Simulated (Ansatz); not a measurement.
# CH₅BSeSi: one species, many methods

One table from this session's results is given with a row withheld; the runs are named, their logs left out.

Computed with Ansatz 0.2.0, Gaussian basis. Level: functionals in def2-TZVPP, the program's frozen cores in correlated methods.

Plan: PBE-D4, r2SCAN-D4, PBE0-D4, B3LYP-D4, ωB97X-V, ωB97M-V, B2PLYP; CCSD(T)/def2-TZVPP; MP2/def2-QZVPP; extrapolation to the limit.

## The relaxed structure

The geometry comes from an earlier relaxation with PBE0-D4 in a triple-zeta def2 set; it is a stationary point, not always the lowest conformer.

SMILES `BC1[SiH2][Se]1`, 9 atoms, charge 0, spin multiplicity 1.

Atoms are counted from 1 here; the program's logs count them from 0.

Bond lengths: B1–C2 1.511 Å, B1–H5 1.196 Å, B1–H6 1.199 Å, C2–Si3 1.883 Å, C2–Se4 2.023 Å, C2–H7 1.087 Å, Si3–Se4 2.204 Å, Si3–H8 1.478 Å, Si3–H9 1.477 Å. Angles: C2–B1–H5 120.8°, C2–B1–H6 119.0°, H5–B1–H6 120.1°, B1–C2–Si3 108.8°, B1–C2–Se4 120.7°, B1–C2–H7 122.1°, Si3–C2–Se4 68.6°, Si3–C2–H7 112.4°, Se4–C2–H7 111.4°, C2–Si3–Se4 58.7°, C2–Si3–H8 115.8°, C2–Si3–H9 118.9°, Se4–Si3–H8 120.0°, Se4–Si3–H9 119.3°, H8–Si3–H9 113.5°, C2–Se4–Si3 52.7°.

The first run:

File in.yaml:

```yaml
crystal:
  periodic: [false, false, false]
  atoms:
    - {symbol: B, position_ang: [-0.153595, 1.399669, -0.374607]}
    - {symbol: C, position_ang: [-0.762205, 0.064859, -0.013818]}
    - {symbol: Si, position_ang: [0.624572, -1.157360, 0.343273]}
    - {symbol: Se, position_ang: [-0.763525, -1.462036, -1.341634]}
    - {symbol: H, position_ang: [0.602001, 1.498577, -1.296542]}
    - {symbol: H, position_ang: [-0.370201, 2.345470, 0.329336]}
    - {symbol: H, position_ang: [-1.583304, -0.022537, 0.692836]}
    - {symbol: H, position_ang: [0.475361, -1.956181, 1.577501]}
    - {symbol: H, position_ang: [2.019397, -0.756862, 0.066655]}
basis:
  gaussian: {orbitals: def2-TZVPP}
hamiltonian: {xc: pbe, dispersion: d4}
output: {forces: true, orbitals: {seedname: orbitals}}
```

Launch:

```bash
$ ansatz run in.yaml --threads 4 --pin off --events-out ev --progress --plain --max-ram 10444MiB
```

Among the steps run: PBE-D4 (GGA); r2SCAN-D4 (meta-GGA); PBE0-D4 (hybrid); B3LYP-D4 (hybrid); ωB97X-V (range-separated); ωB97M-V (range-separated); B2PLYP (double hybrid); CCSD(T) in def2-TZVPP; MP2 in def2-QZVPP.

One of the session's tables, all rows but one given; the rest of the session is left out.

| method | atomisation energy (kcal/mol) |
| --- | --- |
| PBE-D4 | 733.7 |
| r2SCAN-D4 | ? |
| PBE0-D4 | 725.9 |
| B3LYP-D4 | 722.3 |
| ωB97X-V | 726.2 |
| ωB97M-V | 723.8 |
| B2PLYP | 714.0 |
| HF/def2-TZVPP | 536.5 |
| MP2/def2-TZVPP | 713.8 |
| CCSD/def2-TZVPP | 691.8 |
| CCSD(T)/def2-TZVPP | 703.3 |
| MP2/CBS | 733.1 |
| CCSD(T)/CBS | 722.6 |

**Question.** Estimate the row for r2SCAN-D4.

As computed: atomisation energy (kcal/mol): 729.2. In the column «atomisation energy (kcal/mol)» it lies between ωB97X-V (726.2) and MP2/CBS (733.1).
